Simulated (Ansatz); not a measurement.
# Ni (Ni, simple cubic): the cost of one run

Computed with Ansatz 0.2.0 (DFT BLYP, plane waves (420 eV) with PAW, scalar-relativistic; PAW files made under PBE, frozen cores solved again for the functional, unless a step says otherwise).

## 1. The starting structure

Symmetry: Pm-3m, No. 221, cubic system. The conventional cell has a = 2.278 Å, b = 2.278 Å, c = 2.278 Å, α = 90.00°, β = 90.00°, γ = 90.00°. Ni (site symmetry m-3m) is surrounded by 6 Ni at 2.28 Å.

As a file:

```
Ni
1.0
     0.00000    2.27759    2.27759
     2.27759    0.00000    2.27759
     2.27759    2.27759    0.00000
Ni
2
Direct
  0.00000 0.00000 0.00000
  0.50000 0.50000 0.50000
```

The atoms start with moments of +0.8, -0.8 μB.

## 2. Relaxation of the cell

input.yaml

```yaml
crystal:
  lattice:
    - [0.0, 2.2775907947, 2.2775907947]
    - [2.2775907947, 0.0, 2.2775907947]
    - [2.2775907947, 2.2775907947, 0.0]
  atoms:
    - { symbol: Ni, position: [0.0, 0.0, 0.0], spin: 0.8 }
    - { symbol: Ni, position: [0.5, 0.5, 0.5], spin: -0.8 }
hamiltonian:
  xc: blyp
  pseudopotentials:
    kind: paw
    azcp:
      Ni: "pseudopotentials/Ni.paw.azcp"
basis:
  ecutwfc: 420
  fft_grid_basis: typed
kpoints:
  mp_grid: { grid: [12, 12, 12], shift: [0, 0, 0] }
magnetization:
  spin_polarized: true
scf:
  occupations: { method: fermi_dirac, width: 0.05 }
relax:
  max_steps: 60
  f_tol: 0.01
  cell: {}
```

**Question.** How long does this run take on 2 threads of Arm Neoverse V2, shared host, and how much memory does it need?

About 13 s, with a peak of 0.4 GiB.
